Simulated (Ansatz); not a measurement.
# C2H8OSSi: one species, many methods

Aim: compute C2H8OSSi with functionals from several rungs and with coupled cluster, and see how far each lands from CCSD(T) at the basis-set limit for the atomisation energy.

The runs use Ansatz 0.2.0, Gaussian basis; functionals in def2-TZVPP, the program's frozen cores in correlated methods.

The runs, in order: PBE-D4, r2SCAN-D4, PBE0-D4, B3LYP-D4, ωB97X-V, ωB97M-V, B2PLYP; CCSD(T)/def2-TZVPP; MP2/def2-QZVPP; extrapolation to the limit.

### Step 1. The geometry

An earlier PBE0-D4 in a triple-zeta def2 set relaxation fixed the geometry.

SMILES `CO[SiH2]SC`, 13 atoms, charge 0, spin multiplicity 1.

Atoms are counted from 1 here; the program's logs count them from 0.

Bond lengths: C1–O2 1.409 Å, C1–H6 1.091 Å, C1–H7 1.096 Å, C1–H8 1.096 Å, O2–Si3 1.636 Å, Si3–S4 2.117 Å, Si3–H9 1.492 Å, Si3–H10 1.492 Å, S4–C5 1.818 Å, C5–H11 1.089 Å, C5–H12 1.090 Å, C5–H13 1.090 Å. Angles: O2–C1–H6 108.1°, O2–C1–H7 111.5°, O2–C1–H8 111.5°, H6–C1–H7 108.5°, H6–C1–H8 108.5°, H7–C1–H8 108.7°, C1–O2–Si3 123.2°, O2–Si3–S4 105.7°, O2–Si3–H9 111.2°, O2–Si3–H10 111.2°, S4–Si3–H9 110.8°, S4–Si3–H10 110.8°, H9–Si3–H10 107.2°, Si3–S4–C5 96.6°, S4–C5–H11 106.6°, S4–C5–H12 111.4°, S4–C5–H13 111.4°, H11–C5–H12 108.7° and more.

Geometry (Å):

```xyz
13
charge 0, multiplicity 1
C    -2.6918   -0.3780   -0.5200
O    -1.3414   -0.7676   -0.6200
Si   -0.1125    0.0844    0.0428
S     1.6500   -0.9844   -0.4396
C     2.8106    0.1457    0.3862
H    -3.2972   -1.1098   -1.0567
H    -3.0246   -0.3498    0.5238
H    -2.8595    0.6078   -0.9687
H    -0.2723    0.2021    1.5218
H    -0.0581    1.4703   -0.5078
H     3.8076   -0.2644    0.2305
H     2.6179    0.1995    1.4580
H     2.7711    1.1441   -0.0502
```

### Step 2. PBE-D4 (GGA)

in.yaml

```yaml
crystal:
  periodic: [false, false, false]
  atoms:
    - {symbol: C, position_ang: [-2.691776, -0.377993, -0.520007]}
    - {symbol: O, position_ang: [-1.341410, -0.767647, -0.620020]}
    - {symbol: Si, position_ang: [-0.112498, 0.084425, 0.042759]}
    - {symbol: S, position_ang: [1.650019, -0.984446, -0.439629]}
    - {symbol: C, position_ang: [2.810639, 0.145735, 0.386222]}
    - {symbol: H, position_ang: [-3.297162, -1.109773, -1.056739]}
    - {symbol: H, position_ang: [-3.024622, -0.349837, 0.523804]}
    - {symbol: H, position_ang: [-2.859467, 0.607840, -0.968652]}
    - {symbol: H, position_ang: [-0.272260, 0.202117, 1.521785]}
    - {symbol: H, position_ang: [-0.058091, 1.470340, -0.507841]}
    - {symbol: H, position_ang: [3.807636, -0.264362, 0.230494]}
    - {symbol: H, position_ang: [2.617905, 0.199483, 1.458012]}
    - {symbol: H, position_ang: [2.771086, 1.144118, -0.050198]}
basis:
  gaussian: {orbitals: def2-TZVPP}
hamiltonian: {xc: pbe, dispersion: d4}
output: {forces: true, orbitals: {seedname: orbitals}}
```

Started as:

```bash
$ ansatz run in.yaml --threads 2 --pin off --events-out ev --progress --plain --max-ram 32768MiB --backend cuda --devices 0, --max-vram 18GiB
```

After this run come: r2SCAN-D4 (meta-GGA); PBE0-D4 (hybrid); B3LYP-D4 (hybrid); ωB97X-V (range-separated); ωB97M-V (range-separated); B2PLYP (double hybrid); CCSD(T) in def2-TZVPP; MP2 in def2-QZVPP.

Before running them: what should the planned runs give, taken together? Wanted: atomisation energy, CCSD(T)/CBS; farthest; mean size of error, hybrid; mean size of error, range-separated; gap, smallest and largest; T1 diagnostic; triples share of the correlation energy.

As calculated:

| quantity | value |
| --- | --- |
| atomisation energy, CCSD(T)/CBS | 4684.8 kJ/mol |
| functionals within 23.4 kJ/mol (0.5 %) | r2SCAN-D4, PBE0-D4, B3LYP-D4, ωB97X-V, ωB97M-V |
| farthest | B2PLYP (-64.5 kJ/mol) |
| mean size of error, hybrid | 15.0 kJ/mol |
| mean size of error, range-separated | 11.7 kJ/mol |
| gap, smallest and largest | 4.68 eV (PBE-D4), 11.19 eV (ωB97X-V) |
| T1 diagnostic | 0.0106 |
| triples share of the correlation energy | 3.8 % |

What this shows: PBE-D4 is off by +43.9 kJ/mol. Double hybrids carry the basis error of their MP2 part in triple zeta, and no dispersion term here, so their miss is partly the set-up's. Misses under about 23.4 kJ/mol are within the doubt on the reference itself, which lacks core-valence correlation, relativity and higher excitations. Hartree-Fock recovers 74 % of the binding; the rest is correlation. Orbital gaps span 4.7 to 11.2 eV; exact exchange widens them.
